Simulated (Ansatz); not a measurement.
# ClF3GeH4OSi: the cost of one run

Program: Ansatz 0.2.0. Level of theory: RHF/def2-SVP. These are calculated values, not measurements.

1 further run of the same task is left out (it didn't finish).

### 1 The system as given

Bond lengths: Ge1–F2 2.030 Å, Ge1–F3 1.680 Å, Ge1–Cl4 2.218 Å, Ge1–F5 1.679 Å, Ge1–O6 2.070 Å, O6–Si7 1.680 Å, Si7–H8 1.460 Å, Si7–H9 1.460 Å, Si7–H10 1.460 Å. Angles (14 of 17 angles, heavy atoms first): F2–Ge1–F3 109.4°, F2–Ge1–Cl4 109.5°, F2–Ge1–F5 109.5°, F2–Ge1–O6 71.6°, F3–Ge1–Cl4 109.5°, F3–Ge1–F5 109.5°, F3–Ge1–O6 75.6°, Cl4–Ge1–F5 109.5°, Cl4–Ge1–O6 64.5°, F5–Ge1–O6 173.5°, Ge1–O6–Si7 125.0°, O6–Si7–H8 109.5°, O6–Si7–H9 109.5°, O6–Si7–H10 109.5°.

Structure file:

```xyz
11

Ge    0.0000    0.0000    0.0000
F     0.0000    0.0000    2.0300
F     1.5842    0.0000   -0.5594
Cl   -1.0456    1.8115   -0.7393
F    -0.7913   -1.3709   -0.5594
O     0.7760    1.8046    0.6527
Si    2.0979    1.9714    1.6760
H     2.7283    0.6695    1.8739
H     3.0617    2.8926    1.0809
H     1.6542    2.4973    2.9637
H     0.4700    1.0931    1.7453
```

### 2 Pulling towards end A

Springs on the bonds that form and break draw the guess towards this end; the thresholds are loose.

The input, input.yaml:

```yaml
crystal:
  periodic: [false, false, false]
  atoms:
    - { symbol: Ge, position_ang: [0.0, 0.0, 0.0] }
    - { symbol: F, position_ang: [0.0, 0.0, 2.03] }
    - { symbol: F, position_ang: [1.5842, 0.0, -0.5594] }
    - { symbol: Cl, position_ang: [-1.0456, 1.8115, -0.7393] }
    - { symbol: F, position_ang: [-0.7913, -1.3709, -0.5594] }
    - { symbol: O, position_ang: [0.776, 1.8046, 0.6527] }
    - { symbol: Si, position_ang: [2.0979, 1.9714, 1.676] }
    - { symbol: H, position_ang: [2.7283, 0.6695, 1.8739] }
    - { symbol: H, position_ang: [3.0617, 2.8926, 1.0809] }
    - { symbol: H, position_ang: [1.6542, 2.4973, 2.9637] }
    - { symbol: H, position_ang: [0.47, 1.0931, 1.7453] }
basis:
  gaussian: { orbitals: def2-SVP }
hamiltonian:
  xc: hf
relax:
  f_tol: 0.15
  max_steps: 25
  restrain:
    - { distance: [0, 5], at: 2.97, k: 30.0 }
    - { distance: [10, 1], at: 2.12, k: 30.0 }
    - { distance: [0, 1], at: 1.68, k: 30.0 }
    - { distance: [10, 5], at: 1.01, k: 30.0 }
```

Launch:

```
$ ansatz run input.yaml --threads 4 --pin off --max-ram 5120MiB --backend cpu --events-out ev --progress --plain --runs-dir out
```

Q: Estimate wall time and peak memory on 4 threads of Arm Neoverse V2, shared host.

About 24 s, with a peak of 0.41 GiB.
